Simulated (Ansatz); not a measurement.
# CH₄BFO: taking an electron away

One table from this session's results is given with a row withheld; the runs are named, their logs left out.

Method: unrestricted cation, the program's frozen cores in correlated methods; program: Ansatz 0.2.0, Gaussian basis.

Plan: UKS PBE-D4/def2-TZVPP; UKS r2SCAN-D4/def2-TZVPP; UKS PBE0-D4/def2-TZVPP; UKS B3LYP-D4/def2-TZVPP; UKS wB97X-V/def2-TZVPP; UKS wB97M-V/def2-TZVPP; UKS B2PLYP/def2-TZVPP; UHF-CCSD(T)/def2-TZVPP; UHF-MP2/def2-QZVPP; extrapolation to the limit; then −ε(HOMO) from the neutral's earlier runs with LDA (SPW92), PBE-D4, revPBE-D4, BLYP-D4, r2SCAN-D4, B97M-V, PBE0-D4, B3LYP-D4, r2SCANh-D4, r2SCAN0-D4, HSE06-D4, BHLYP-D4, CAM-B3LYP-D4, LC-ωPBE, ωB97X-V, ωB97M-V.

## The relaxed structure

An earlier PBE0-D4 in a triple-zeta def2 set relaxation fixed the geometry.

SMILES `COBF`, 8 atoms, charge 0, spin multiplicity 1.

Atoms are counted from 1 here; the program's logs count them from 0.

Bond lengths: C1–O2 1.413 Å, C1–H5 1.093 Å, C1–H6 1.091 Å, C1–H7 1.091 Å, O2–B3 1.339 Å, B3–F4 1.325 Å, B3–H8 1.199 Å. Angles: O2–C1–H5 111.6°, O2–C1–H6 108.9°, O2–C1–H7 108.9°, H5–C1–H6 109.3°, H5–C1–H7 109.3°, H6–C1–H7 108.8°, C1–O2–B3 121.8°, O2–B3–F4 117.6°, O2–B3–H8 123.0°, F4–B3–H8 119.3°.

Set-up of the first run:

in.yaml reads:

```yaml
crystal:
  periodic: [false, false, false]
  atoms:
    - {symbol: C, position_ang: [-0.192157, 1.053847, -0.054387]}
    - {symbol: O, position_ang: [0.124302, -0.157955, -0.707953]}
    - {symbol: B, position_ang: [0.270893, -1.305769, -0.034485]}
    - {symbol: F, position_ang: [0.567646, -2.392969, -0.730622]}
    - {symbol: H, position_ang: [-0.296948, 0.914130, 1.025023]}
    - {symbol: H, position_ang: [-1.128731, 1.439983, -0.460133]}
    - {symbol: H, position_ang: [0.601063, 1.777807, -0.248424]}
    - {symbol: H, position_ang: [0.145932, -1.386077, 1.155080]}
basis:
  gaussian: {orbitals: def2-TZVPP}
total_charge: 1
magnetization: {spin_polarized: true, initial_magnetization: 1}
hamiltonian: {xc: pbe, dispersion: d4}
```

Steps of the session up to this table: Cation, UKS PBE-D4/def2-TZVPP; Cation, UKS r2SCAN-D4/def2-TZVPP; Cation, UKS PBE0-D4/def2-TZVPP; Cation, UKS B3LYP-D4/def2-TZVPP; Cation, UKS wB97X-V/def2-TZVPP; Cation, UKS wB97M-V/def2-TZVPP; Cation, UKS B2PLYP (frozen core)/def2-TZVPP; Cation, UHF-CCSD(T)/def2-TZVPP; Cation, UHF-MP2/def2-QZVPP.

One of the session's tables, all rows but one given; the rest of the session is left out.

It belongs to the step «Ionisation energies side by side». Orbital estimates, from the neutral's runs:

```
  functional  −ε(HOMO) (eV)
 LDA (SPW92)           7.91
      PBE-D4           7.75
   revPBE-D4           7.69
     BLYP-D4           7.66
   r2SCAN-D4           8.07
      B97M-V              ?
     PBE0-D4           9.31
    B3LYP-D4           9.07
  r2SCANh-D4           8.65
  r2SCAN0-D4           9.53
    HSE06-D4           8.90
    BHLYP-D4          10.81
CAM-B3LYP-D4          10.78
     LC-ωPBE          12.15
     ωB97X-V          11.79
     ωB97M-V          11.71
```

Q: Estimate the row for B97M-V from the others.

The run gave: −ε(HOMO) (eV): 8.17. In the column «−ε(HOMO) (eV)» it lies between r2SCAN-D4 (8.07) and r2SCANh-D4 (8.65).
